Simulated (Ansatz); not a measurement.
# Re3Te: the cost of one run

Method: DFT PBE, scalar-relativistic, plane waves, PAW, in Ansatz 0.2.0.

1 further run of the same task is left out (it didn't finish).

### 1 The structure to begin with

Symmetry: Pm-3m, No. 221, cubic system. Conventional cell: a = 4.231 Å, b = 4.231 Å, c = 4.231 Å, α = 90.00°, β = 90.00°, γ = 90.00°. Re (site symmetry 4/mmm) is surrounded by 8 Re at 2.99 Å and 4 Te at 2.99 Å. Around Te (site symmetry m-3m) lie 12 Re at 2.99 Å.

Structure file:

```
Re Te
1.0
     4.23095    0.00000    0.00000
     0.00000    4.23095    0.00000
     0.00000    0.00000    4.23095
Re Te
3 1
Cartesian
  2.1155 2.1155 0.0000
  2.1155 0.0000 2.1155
  0.0000 2.1155 2.1155
  0.0000 0.0000 0.0000
```

Recipe of the guess: ordered superstructure of fcc (Pm-3m, No. 221). Its size is a rough estimate.

### 2 A first look at the guess

The input, input.yaml:

```yaml
crystal:
  lattice:
    - [4.23095387, 0.0, 0.0]
    - [0.0, 4.23095387, 0.0]
    - [0.0, 0.0, 4.23095387]
  atoms:
    - { symbol: Re, position: [0.5, 0.5, 0.0] }
    - { symbol: Re, position: [0.5, 0.0, 0.5] }
    - { symbol: Re, position: [0.0, 0.5, 0.5] }
    - { symbol: Te, position: [0.0, 0.0, 0.0] }
basis:
  ecutwfc: 420
kpoints:
  mp_grid: { grid: [4, 4, 4] }
hamiltonian:
  xc: pbe
scf:
  occupations: { method: gaussian, width: 0.1 }
  lower_state_search: "off"
output:
  forces: true
  stress: true
  eigenvalues: true
```

Run with:

```bash
$ ansatz run input.yaml --threads 1 --pin off --max-ram 2048MiB --backend cpu --events-out ev --progress --plain --runs-dir out
```

Q: Estimate wall time and peak memory on 1 thread of Intel Xeon 6975P-C (Granite Rapids), shared host.

About 1.6 s, with a peak of 0.39 GiB.
